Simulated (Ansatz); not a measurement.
# C2H5BBrN: one species, many methods

An exercise on one series of results from a longer session: the logs are not shown, and one member is left open.

Program: Ansatz 0.2.0, Gaussian basis. Level of theory: functionals in def2-TZVPP, the program's frozen cores in correlated methods. These are calculated values, not measurements.

Levels to be run: LDA (SPW92), PBE-D4, revPBE-D4, BLYP-D4, r2SCAN-D4, B97M-V, PBE0-D4, B3LYP-D4, r2SCANh-D4, r2SCAN0-D4, HSE06-D4, BHLYP-D4, CAM-B3LYP-D4, LC-ωPBE, ωB97X-V, ωB97M-V, B2PLYP, PBE-QIDH; CCSD(T)/def2-SVP; CCSD(T)/def2-TZVPP; MP2/def2-QZVPP; extrapolation to the limit; RPA on PBE.

## Structure used throughout

All runs share one geometry, relaxed beforehand with PBE0-D4 in a triple-zeta def2 set.

SMILES `NB1CC1Br`, 10 atoms, charge 0, spin multiplicity 1.

Atoms are counted from 1 here; the program's logs count them from 0.

Bond lengths: N1–B2 1.372 Å, N1–H6 1.006 Å, N1–H7 1.006 Å, B2–C3 1.531 Å, B2–C4 1.526 Å, C3–C4 1.542 Å, C3–H8 1.087 Å, C3–H9 1.086 Å, C4–Br5 1.925 Å, C4–H10 1.083 Å. Angles: B2–N1–H6 123.2°, B2–N1–H7 122.7°, H6–N1–H7 114.2°, N1–B2–C3 150.8°, N1–B2–C4 148.2°, C3–B2–C4 60.6°, B2–C3–C4 59.6°, B2–C3–H8 118.4°, B2–C3–H9 123.4°, C4–C3–H8 117.2°, C4–C3–H9 114.9°, H8–C3–H9 112.8°, B2–C4–C3 59.9°, B2–C4–Br5 119.9°, B2–C4–H10 123.6°, C3–C4–Br5 118.6°, C3–C4–H10 116.4°, Br5–C4–H10 109.9°.

The first run:

File in.yaml:

```yaml
crystal:
  periodic: [false, false, false]
  atoms:
    - {symbol: N, position_ang: [-1.105459, 0.409888, 1.369904]}
    - {symbol: B, position_ang: [-0.177715, 0.080042, 0.414620]}
    - {symbol: C, position_ang: [0.706535, -0.952845, -0.288840]}
    - {symbol: C, position_ang: [0.585927, 0.479803, -0.844980]}
    - {symbol: Br, position_ang: [-0.362368, 0.751328, -2.498374]}
    - {symbol: H, position_ang: [-1.424472, -0.235085, 2.072871]}
    - {symbol: H, position_ang: [-1.550778, 1.311586, 1.405780]}
    - {symbol: H, position_ang: [0.224299, -1.746899, -0.853145]}
    - {symbol: H, position_ang: [1.698113, -1.226571, 0.059925]}
    - {symbol: H, position_ang: [1.489019, 1.077554, -0.834760]}
basis:
  gaussian: {orbitals: def2-TZVPP}
hamiltonian: {xc: lda}
output: {orbitals: {seedname: orbitals}}
```

On the command line:

```sh
$ ansatz run in.yaml --threads 4 --pin off --events-out ev --progress --plain --max-ram 10444MiB
```

Among the steps run: LDA; PBE-D4 (GGA); revPBE-D4 (GGA); BLYP-D4 (GGA); r2SCAN-D4 (meta-GGA); B97M-V (meta-GGA); B3LYP-D4 (hybrid); r2SCANh-D4 (hybrid); r2SCAN0-D4 (hybrid); HSE06-D4 (hybrid); BHLYP-D4 (hybrid); CAM-B3LYP-D4 (range-separated); LC-ωPBE (range-separated); ωB97X-V (range-separated); ωB97M-V (range-separated); B2PLYP (double hybrid); PBE-QIDH (double hybrid).

One table of the session follows, with a row left open; its other results are not shown here.

It belongs to the step «Orbital energies across the functionals». 

| functional | HOMO (eV) | gap (eV) |
| --- | --- | --- |
| LDA (SPW92) | -5.70 | 3.98 |
| PBE-D4 | -5.56 | 4.08 |
| revPBE-D4 | -5.51 | 4.11 |
| BLYP-D4 | -5.44 | 4.11 |
| r2SCAN-D4 | -5.80 | 4.57 |
| B97M-V | -5.88 | 4.74 |
| PBE0-D4 | -6.81 | 6.30 |
| B3LYP-D4 | -6.60 | 5.88 |
| r2SCANh-D4 | -6.27 | 5.38 |
| r2SCAN0-D4 | -6.97 | 6.60 |
| HSE06-D4 | -6.41 | 5.52 |
| BHLYP-D4 | -7.96 | 8.55 |
| CAM-B3LYP-D4 | -8.17 | 8.82 |
| LC-ωPBE | -9.52 | 11.34 |
| ωB97X-V | ? | ? |
| ωB97M-V | -9.03 | 10.58 |

Estimate the missing values for ωB97X-V.

As computed: HOMO (eV): -9.16; gap (eV): 10.88. In the column «HOMO (eV)» it lies between LC-ωPBE (-9.52) and ωB97M-V (-9.03).
